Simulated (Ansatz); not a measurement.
# TaWC2 (R-3m) in Ansatz: band structure with HSE06

Aim: the band structure of TaWC2 with HSE06.

Everything below comes from runs of Ansatz 0.2.0. Logs are shortened: lines on timing, memory, paths and dates and some standing lists are left out, and cuts for length are marked.

## (1) The structure

Symmetry: R-3m, No. 166, trigonal system. The conventional cell has a = 3.144 Å, b = 3.144 Å, c = 15.305 Å, α = 90.00°, β = 90.00°, γ = 120.00°. W (site symmetry -3m) has 6 C at 2.21 Å as nearest neighbours. Ta (site symmetry -3m) has 6 C at 2.23 Å as nearest neighbours. Around C (site symmetry 3m) lie 3 W at 2.21 Å and 3 Ta at 2.23 Å.

The cell comes from a database or a generator and needn't be the stable form of this composition.

## (2) Band structure, HSE06

Input file input:

```
crystal:
  lattice:
    - [1.5718551461, 0.9075109917, 5.1016196719]
    - [-1.5718551461, 0.9075109917, 5.1016196719]
    - [0.0, -1.8150219835, 5.1016196719]
  atoms:
    - { symbol: W, position: [0.0, 0.0, 0.0] }
    - { symbol: Ta, position: [0.5, 0.5, 0.5] }
    - { symbol: C, position: [0.250933, 0.250933, 0.250933] }
    - { symbol: C, position: [0.749067, 0.749067, 0.749067] }
hamiltonian:
  xc: hse06
  pseudopotentials: { kind: paw }
kpoints:
  mp_grid: { grid: [8, 8, 8] }
  band_path:
    path:
      - [[0.0, 0.0, 0.0], [0.5, 0.0, 0.0], [0.5, 0.1877624847, -0.1877624847]]
      - [[0.8122375153, 0.5, 0.1877624847], [0.5, 0.5, 0.5], [0.0, 0.0, 0.0], [0.3438812424, 0.0, -0.3438812424]]
      - [[0.6561187576, 0.3438812424, 0.0], [0.5, 0.5, 0.0], [0.6561187576, 0.6561187576, 0.1877624847], [0.5, 0.5, 0.5]]
      - [[0.5, 0.0, 0.0], [0.8122375153, 0.3438812424, 0.3438812424]]
    npoints: 4
scf:
  occupations: { method: fermi_dirac, width: 0.05 }
  n_extra_bands: 10
output:
  forces: true
  stress: true
  eigenvalues: true
  fatbands: false
  write_density: true
  write_potential: true
  elf: true
  volumetric_format: npy
```

Potentials or basis: Ansatz PAW.

Log:

```text
Warning: output.stress: scf.convergence.dr2_threshold = 1e-7 eV (the SCF's general default) is looser than the 4e-10 eV advised for a printed stress (1e-10 eV for each atom of the cell: 4). What an SCF threshold leaves in a stress goes as its square root, and in the free energy as the threshold itself, and one threshold admits the most on a small cell: of the crystals measured, under no hybrid functional and no lock of the moments, on runs that ended without the residual-converged pass, on stresses that held no estimate of that error, the worst erred by over 100 MPa in a component at 1e-7 eV an atom and by under 5 at 1e-10. Set scf.convergence.dr2_threshold to 4e-10 eV or tighter. The threshold is an SCF's pass mark: one that does not reach it within its budget of iterations ends unconverged, or closes short of it on a stop that the run arms, and scf.convergence.dr2_threshold's page says what that costs each kind of run
Warning: output.stress: scf.exx.energy_threshold = 1e-6 eV is looser than the 4e-8 eV advised for a stress under a hybrid functional (1e-8 eV for each atom of the cell: 4). Every SCF of the exchange loop can meet its threshold on dr2 while the loop round them stops early: no threshold on dr2 bounds what that leaves in the stress. Set scf.exx.energy_threshold to 4e-8 eV or tighter. The threshold is the loop's pass mark: a loop that does not reach it within its budget of cycles ends unconverged, and scf.exx.energy_threshold's page has the law
basis.fft_grid_basis auto: the FFT boxes are laid along the combinations [[1, -1, 0], [0, 1, 0], [0, -1, 1]] of the cell's own vectors, 3.144, 5.415 and 3.144 Å long. The dense box has 24×40×24 points. Along the cell's own vectors, as sized, it would have 40×40×40, 2.78 times as many. Of the 12 symmetry operations that the crystal satisfies within crystal.symmetry.tolerance (time reversal apart; of a slab, those that keep its plane) the dense box along the cell's own vectors carries 12, and the one as laid loses 8 of those. basis.fft_grid_basis: typed keeps the cell's own vectors: state it where this run's energies or levels are differenced outside the engine with another run's, or held beside a run that keeps those vectors. Those combinations have planes normal to reciprocal vector 3, as the cell's own vectors have. Each planar average written beside output.write_density, output.write_potential has a row for each plane of the box: 24. The volumetric files lie along those combinations, not along the cell's own vectors: a cube or XSF file states them, and fields.json those of NumPy files.
scf.n_extra_bands = 10 over 18 filled bands (N_el = 35.0): the run solves 28 bands
GPUs: using 1 of 1 available (devices: 1).
Engine: ansatz 0.2.0, x86_64-unknown-linux-gnu
Pseudopotentials: kind: paw
Pseudopotential: W, paw, valence charge 14, recommended cutoff 420 eV (normal), W.paw.azcp
Pseudopotential: Ta, paw, valence charge 13, recommended cutoff 420 eV (normal), Ta.paw.azcp
Pseudopotential: C, paw, valence charge 4, recommended cutoff 420 eV (normal), C.paw.azcp
Functional definition: HSE06
  parameter a = 0.25
  parameter omega = 0.11/bohr
  exchange = pbe_x - a*pbe_x_sr(omega) + a*exact_x_sr(omega)
  correlation = pbe_c
device memory: the entry about to start is reckoned to put 1.4 GiB on a device that reports 36.7 GiB free (of which the cap on the GPU budget leaves the run 18.0 GiB)
GPU FFT provider: cuFFT
GPU libraries: cuBLAS 13.8.2, cuFFT 12.4.0, cuSOLVER 12.3.4
Crystal: 4 atoms, lattice volume = 43.664 Å³
Basis set: ecut = 420 eV, 833 PW (Γ), FFT grids on a1−a2, a2, −a2+a3, exchange–correlation on 48×80×48 points (8 copies of the dense FFT grid, shifted against one another)
Bands: 28, of which v1, the nominal top of the filled ones, is band 18 counted from 1 (17 counted from 0)
Symmetry: 12 space group operations
Space group: R-3m (ITA 166), of the structure as read, at distance tolerance 3.5e-5 Å
k-points: 65 of 512
Non-local potential: W, projectors of the file, l = 0: 3, l = 1: 2, l = 2: 2, l = 3: 1
Non-local potential: Ta, projectors of the file, l = 0: 3, l = 1: 2, l = 2: 2, l = 3: 1
Non-local potential: C, projectors of the file, l = 0: 2, l = 1: 2, l = 2: 1
PAW form: soft (Blöchl's): semilocal exchange-correlation on the pseudo side does not see the compensation charge
PAW frozen core: W, regenerated for the run's functional, and the local potential with it (the file was generated under x = pbe(κ = 0.804, μ = 0.2195149727645171), c = pbe(β = 0.06672455060314922))
PAW frozen core: Ta, regenerated for the run's functional, and the local potential with it (the file was generated under x = pbe(κ = 0.804, μ = 0.2195149727645171), c = pbe(β = 0.06672455060314922))
PAW frozen core: C, regenerated for the run's functional, and the local potential with it (the file was generated under x = pbe(κ = 0.804, μ = 0.2195149727645171), c = pbe(β = 0.06672455060314922))
PAW one-centre angular grid: W, 590 points (default); XC on 64 Gauss nodes
PAW one-centre angular grid: Ta, 590 points (default); XC on 64 Gauss nodes
PAW one-centre angular grid: C, 110 points (default); XC on 64 Gauss nodes
Initial density: superposition of atomic densities (neutral atoms: chi_scale 0, normalization atom), corrected by the library's trained network
Initial wavefunctions: pseudopotential atomic-orbital guess
GPU buffer pool allocated for 23040 grid points (all kernels)
GPU transforms: local potential and band sums: pruned to the plane-wave sphere, on 24×40×24
Functional: x = pbe(κ = 0.804, μ = 0.2195149727645171), c = pbe(β = 0.06672455060314922), warm-up for x = pbe(κ = 0.804, μ = 0.2195149727645171) + 0.25 (exact − pbe) at short range (hse, ω = 0.20786987370883472 Å⁻¹), c = pbe(β = 0.06672455060314922); HSE06 as pw.x's `hse` composes it (authors' and Libxc's form: `xc: wpbeh`)
SCF iter   1: F=—  HF=-20819.622214 eV  |F-HF|=—  |Δ(HF+E_count)|=         —  Δρ=1.06e-2  dr2=6.44e-2  ethr=1.77e-3  ⟨swp⟩=5.9  Hψ=7079  notcnv=0
preconditioner: auto → Kerker (q_TF=auto, 2.630 Å⁻¹)  [metal: Δε(μ)=0.037 eV  Ē_g=11.148 eV  σ=0.050 eV  W_gap=0.18  n_scr=16 (ndim 8)  ℏωp=24.5 eV  f_vac=0.000  D(μ)=1.49/eV (n_scr^D=16)]
[... 32 lines left out ...]
GPU libraries: cuBLAS 13.8.2, cuFFT 12.4.0, cuSOLVER 12.3.4
GPU buffer pool allocated for 23040 grid points (all kernels)
GPU transforms: local potential and band sums: pruned to the plane-wave sphere, on 24×40×24
Exchange kernel: α = 0.2500, screened, ω = 0.2079 Å⁻¹, Wigner–Seitz truncation, v(0) = 1046.8578 eV·Å³, q-mesh 8×8×8, nearest image of the exchange supercell L = 25.15 Å, pair-density grid 18×36×18, without the augmentation charges, whose exchange is taken in its separable form by FFT convolution over the k-point mesh (the finest that the files' search goes to), smooth part of the exact exchange by density-matrix convolution in up to 9.27 GiB of GPU memory as planned if the GPU has room (build and FFT work areas not counted)
Frozen-core exchange: fock
SCF iter   1: F=—  HF=-20821.141102 eV  |F-HF|=—  |Δ(HF+E_count)|=         —  Δρ=7.66e-5  dr2=1.26e-6  ethr=1.90e-7  ⟨swp⟩=4.6  Hψ=5008  notcnv=0
preconditioner: auto → Kerker (q_TF=auto, 2.630 Å⁻¹)  [metal: Δε(μ)=0.034 eV  Ē_g=12.651 eV  σ=0.050 eV  W_gap=0.17  n_scr=16 (ndim 8)  ℏωp=24.5 eV  f_vac=0.000  D(μ)=1.46/eV (n_scr^D=16)]
SCF iter   2: F=—  HF=-20821.141102 eV  |F-HF|=—  |Δ(HF+E_count)|=   4.62e-7  Δρ=3.13e-5  dr2=2.23e-7  ethr=3.43e-9  ⟨swp⟩=3.0  Hψ=3469  notcnv=0
SCF iter   3: F=—  HF=-20821.141102 eV  |F-HF|=—  |Δ(HF+E_count)|=   7.18e-8  Δρ=2.97e-6  dr2=4.45e-8  ethr=4.51e-10  ⟨swp⟩=3.0  Hψ=3248  notcnv=0
SCF iter   4: F=—  HF=-20821.141102 eV  |F-HF|=—  |Δ(HF+E_count)|=   1.68e-7  Δρ=6.07e-6  dr2=2.51e-8  ethr=5.51e-12  ⟨swp⟩=4.8  Hψ=6036  notcnv=0  defer=5
SCF iter   5: F=—  HF=-20821.141102 eV  |F-HF|=—  |Δ(HF+E_count)|=   4.67e-9  Δρ=8.34e-7  dr2=6.20e-10  ethr=5.51e-12  ⟨swp⟩=3.0  Hψ=3863  notcnv=0
SCF iter   6: F=-20821.141102 eV  HF=-20821.141102 eV  |F-HF|=4.44e-10  |Δ(HF+E_count)|=   2.82e-9  Δρ=9.58e-7  dr2=5.84e-10  ethr=1.00e-12  ⟨swp⟩=3.1  Hψ=4025  notcnv=0
SCF 3 converged in 6 iterations: F = -20821.141102 eV  dr2 = 5.84e-10
  Residual-converged pass: ⟨swp⟩=3.0  Hψ=3195  notcnv=0  max |occ|·‖R‖ = 2.7e-7 eV (tolerance 2.7e-7 eV)  dr2=5.84e-10  dr2_onsite=9.25e-12  max |Δocc| = 3.7e-13
hybrid outer 2: dexx = +3.013e-7 eV, tail = 8.09e-9 eV, Δε = 1.10e-3 eV (about 2.65e-5 eV left of the loop's levels), ΔF = 7.53e-4 eV/Å (tail 2.41e-4)
device memory: the entry about to start is reckoned to put 0.5 GiB on a device that reports 52.9 GiB free (of which the cap on the GPU budget leaves the run 18.0 GiB)
NSCF: frozen V_eff on 40 k-points, pencils in batches of 32, up to order 124
hybrid SCF converged: 2 outer / 13 inner (+7 warm-up), last move |dexx| = 3.01e-7 eV, tail = 8.09e-9 eV
Stability not checked: this state was not tested for a lower state beside it, because the functional holds exact exchange (a hybrid, or Hartree-Fock), whose exchange loop this test does not read (fock_operator; see scf.lower_state_search)
Free energy (F): -20821.141102 eV
Frozen-core exchange: fock
Harris-Foulkes:  -20821.141102 eV  (|F-HF|=4.44e-10)
Internal energy: -20821.129529 eV  (E = F + TS)
E sigma→0 (E₀):  -20821.135316 eV
Entropy (-TS):   -0.011573 eV (-2.893 meV/atom)
Fermi energy:    20.796459 eV
--- Per-component energies (eV) ---
  E_band       = -200.386992
  E_kinetic    = 992.398119
  E_local      = -1222.685801  (includes V_loc(G=0)·N_el)
  E_nonlocal   = 68.587790
  E_hartree    = 419.711242
  E_xc         = -465.851286
  E_vxc        = -448.910840  (∫ρ·V_xc dr)
  E_exx        = -94.252930  (= α·E_x^exact, valence–valence)
  E_paw        = -17179.685124  (= ΣΔE_a)
  E_vpaw       = -240.692443  (= ΣTr[D̂ρ^β])
  E_aug_tail   = 0.000122  (compensation charges beyond the density's cutoff)
  E_ewald      = -3333.041401
  E_core_change = -6.310260  (= ΣΔE_core)
  E_smearing   = -0.011573  (= −TS)
  E_closure    = 0.000000  (closes the sum)
  Σ components = -20821.141102   (vs F -20821.141102, Δ=0.00e0)
--- Forces (eV/Å), atoms counted from 1 ---
  atom   1  W      0.00000000    -0.00000000     0.00000000
  atom   2  Ta     0.00000000     0.00000000     0.00000000
  atom   3  C     -0.00000000    -0.00000000     0.02626562
  atom   4  C      0.00000000     0.00000000    -0.02626562
  max |Σ_I F_I| component: 2.31e-18 eV/Å
--- Stress (GPa, compression-positive) ---
      -11.146011       0.000000       0.000000
        0.000000     -11.146011      -0.000000
        0.000000      -0.000000      -9.108167
  P = ⅓ Tr σ = -10.4667 GPa (-104.667 kbar)
--- Band table (eV; the first three rows and the last of 65) ---
  k-point 0: bands = ["-58.6905", "-52.2283", "-21.6118", "-21.3555", "-21.3555", "-17.5023", "-17.0930", "-17.0930", "3.4545", "8.3252", "10.2295", "13.7080", "13.7080", "18.2165", "18.2165", "18.3861", "19.6606", "19.6606", "19.7226", "20.6141", "20.6141", "23.1337", "23.1337", "24.3394", "26.1315", "27.8878", "30.9908", "31.0870"]
  k-point 1: bands = ["-58.6867", "-52.2227", "-21.5964", "-21.4277", "-21.3723", "-17.4911", "-17.1940", "-17.1157", "3.8782", "7.9424", "10.7466", "13.9467", "13.9549", "16.6616", "17.2709", "17.4452", "18.4179", "19.9502", "20.7033", "21.7960", "22.5061", "23.0079", "23.6253", "23.9056", "27.5364", "28.7449", "29.7719", "30.5327"]
  k-point 2: bands = ["-58.6774", "-52.2090", "-21.5993", "-21.5582", "-21.4129", "-17.4645", "-17.4303", "-17.1699", "4.9776", "7.3456", "11.8306", "14.0860", "14.2137", "14.4931", "15.8121", "16.4156", "18.5180", "20.9830", "21.6177", "22.2234", "22.5958", "23.9517", "24.1127", "26.1946", "27.1557", "29.5875", "30.7590", "30.8295"]
  k-point 64: bands = ["-58.6904", "-52.2285", "-21.5865", "-21.3551", "-21.3551", "-17.5524", "-17.0943", "-17.0943", "5.0991", "5.3165", "13.9823", "14.3213", "14.9924", "14.9924", "15.6673", "15.6673", "19.5868", "19.5868", "21.0358", "21.1609", "21.1609", "21.7032", "26.2305", "26.2305", "26.8152", "26.8152", "29.9029", "30.0408"]
```

Run time: 2.7 min. Hardware: 1 × NVIDIA H100 80GB HBM3 with 2 threads of AMD EPYC 7R13 (Zen 3), shared host; peak memory 5.7 GiB.

What came out:

| Property | Result |
| --- | --- |
| Free energy | -20821.1411 eV |
| Pressure | -10.5 GPa |
| Largest force | 0.026 eV/Å |
| Band gap on the k mesh | none (metal or under the smearing width) |

Forces in eV/Å, atoms in the order of the input:
```
W    0.000  0.000  0.000
Ta   0.000  0.000  0.000
C    0.000  0.000  0.026
C    0.000  0.000 -0.026
```

Stress tensor (GPa, compression positive):
```
-11.15   0.00   0.00
  0.00 -11.15   0.00
  0.00   0.00  -9.11
```

Levels at the corners of the path, in eV from the Fermi level:
```tsv
point	band 15	band 16	band 17	band 18	band 19	band 20	band 21	band 22
Γ	-2.58	-2.41	-1.14	-1.14	-1.07	-0.18	-0.18	2.34
L	-5.69	-5.26	-1.60	-0.77	1.79	2.59	3.62	4.20
B1	-5.84	-5.81	-0.48	-0.10	1.44	2.58	3.47	3.52
B	-5.84	-5.81	-0.48	-0.10	1.44	2.58	3.47	3.52
Z	-5.13	-5.13	-1.21	-1.21	0.24	0.36	0.36	0.91
Γ	-2.58	-2.41	-1.14	-1.14	-1.07	-0.18	-0.18	2.34
X	-6.06	-5.69	-0.55	0.72	0.90	2.39	3.49	3.69
Q	-6.06	-5.69	-0.55	0.72	0.90	2.39	3.49	3.69
F	-5.90	-2.83	-2.76	1.53	2.00	2.09	3.03	4.01
P1	-5.89	-3.21	-2.81	1.52	1.67	2.38	2.76	4.01
Z	-5.13	-5.13	-1.21	-1.21	0.24	0.36	0.36	0.91
L	-5.69	-5.26	-1.60	-0.77	1.79	2.59	3.62	4.20
P	-5.89	-3.21	-2.81	1.52	1.67	2.38	2.76	4.01
```

Caveat: spin-orbit coupling is left out, which moves the levels of the heavy elements; the PAW data sets come from PBE, with cores solved anew for the run's functional, which leaves a small shift of forces and pressure; the thresholds are loose for stress.
